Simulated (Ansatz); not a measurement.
# CH3OTe+ (SMILES [CH2+][Te]O): single points off equilibrium

How do the functionals fare away from a minimum? The structure is a structure displaced at random from a GFN2-xTB minimum.

Program: Ansatz 0.2.0, Gaussian basis. Level of theory: single points in def2-TZVPP. These are calculated values, not measurements.

Cores are frozen in the correlated methods. Filled d shells of the heavier atoms are correlated. Core potentials replace the inner electrons past krypton, and spin-orbit coupling is left out.

### Step 1. Starting geometry

SMILES `[CH2+][Te]O`, 6 atoms, charge 1, spin multiplicity 1.

Atoms are counted from 1 here; the program's logs count them from 0.

Bond lengths: C1–Te2 1.827 Å, C1–H4 1.351 Å, C1–H5 1.238 Å, Te2–O3 1.808 Å, O3–H6 0.945 Å. Angles: Te2–C1–H4 132.9°, Te2–C1–H5 141.9°, H4–C1–H5 84.8°, C1–Te2–O3 101.8°, Te2–O3–H6 129.8°.

As a file:

```xyz
6
charge 1, multiplicity 1
C    -0.2833    0.1686   -0.8832
Te    0.9542   -0.8954   -0.0622
O     0.9995   -0.1922    1.6028
H    -0.9077    0.0990   -2.0787
H    -1.0348    1.1291   -0.6728
H     0.3088   -0.1075    2.2429
```

### Step 2. CCSD(T)/def2-TZVPP

run/in.yaml

```yaml
crystal:
  periodic: [false, false, false]
  atoms:
    - {symbol: C, position_ang: [-0.283300, 0.168600, -0.883200]}
    - {symbol: Te, position_ang: [0.954200, -0.895400, -0.062200]}
    - {symbol: O, position_ang: [0.999500, -0.192200, 1.602800]}
    - {symbol: H, position_ang: [-0.907700, 0.099000, -2.078700]}
    - {symbol: H, position_ang: [-1.034800, 1.129100, -0.672800]}
    - {symbol: H, position_ang: [0.308800, -0.107500, 2.242900]}
basis:
  gaussian: {orbitals: def2-TZVPP}
total_charge: 1
correlation: {method: ccsd_t}
output: {forces: true}
```

The command line of these runs was not kept.

### Step 3. PBE0-D4/def2-TZVPP

Changes to run/in.yaml since step 2:

```diff
@@ -12,3 +12,3 @@
 total_charge: 1
-correlation: {method: ccsd_t}
-output: {forces: true}
+hamiltonian: {xc: pbe0, dispersion: d4}
+output: {forces: true, orbitals: {seedname: orbitals}}
```

### Step 4. wB97M-V/def2-TZVPP

Changes to run/in.yaml since step 3:

```diff
@@ -12,3 +12,3 @@
 total_charge: 1
-hamiltonian: {xc: pbe0, dispersion: d4}
-output: {forces: true, orbitals: {seedname: orbitals}}
+hamiltonian: {xc: {name: wB97M-V}}
+output: {forces: true}
```

### Step 5. r2SCAN-D4/def2-TZVPP

Changes to run/in.yaml since step 4:

```diff
@@ -12,3 +12,3 @@
 total_charge: 1
-hamiltonian: {xc: {name: wB97M-V}}
+hamiltonian: {xc: r2scan, dispersion: d4}
 output: {forces: true}
```

### Step 6. PBE-D4/def2-TZVPP

Changes to run/in.yaml since step 5:

```diff
@@ -12,3 +12,3 @@
 total_charge: 1
-hamiltonian: {xc: r2scan, dispersion: d4}
+hamiltonian: {xc: pbe, dispersion: d4}
 output: {forces: true}
```

### Step 7. r2SCAN0-D4/def2-TZVPP

Changes to run/in.yaml since step 6:

```diff
@@ -12,3 +12,3 @@
 total_charge: 1
-hamiltonian: {xc: pbe, dispersion: d4}
+hamiltonian: {xc: {name: r2SCAN0}, dispersion: d4}
 output: {forces: true}
```

### Step 8. CAM-B3LYP-D4/def2-TZVPP

Changes to run/in.yaml since step 7:

```diff
@@ -12,3 +12,3 @@
 total_charge: 1
-hamiltonian: {xc: {name: r2SCAN0}, dispersion: d4}
+hamiltonian: {xc: {name: CAM-B3LYP}, dispersion: d4}
 output: {forces: true}
```

(Steps that only read results are left out.)

Before running it: what results should come out? Wanted: energy less free atoms, CCSD(T)/def2-TZVPP; RMS force component; RMS force error; HOMO and LUMO, PBE0-D4; T1 diagnostic.

As calculated:

| quantity | value |
| --- | --- |
| energy less free atoms, CCSD(T)/def2-TZVPP | -218.7 kcal/mol |
| RMS force component | 2.930 to 3.020 eV/Å over the methods |
| RMS force error | PBE0-D4 0.138, wB97M-V 0.180, r2SCAN-D4 0.104, PBE-D4 0.255, r2SCAN0-D4 0.207, CAM-B3LYP-D4 0.165 eV/Å |
| HOMO and LUMO, PBE0-D4 | -13.91 and -8.67 eV |
| T1 diagnostic | 0.018 |

What this shows: Against CCSD(T) the functionals' energies less atoms differ by -32.0 to +4.8 kcal/mol, PBE-D4 by -32.0 kcal/mol. CCSD(T) in triple zeta still lacks some correlation energy of the bonds, so part of these gaps is its own basis error and they don't rank the functionals. On forces the order runs from r2SCAN-D4 to PBE-D4. Frozen-core CCSD(T) forces in triple zeta carry basis errors of their own, and this is one geometry, so small gaps rank nothing. The restricted Hartree–Fock reference is unstable towards an unrestricted one at one or more of these structures.
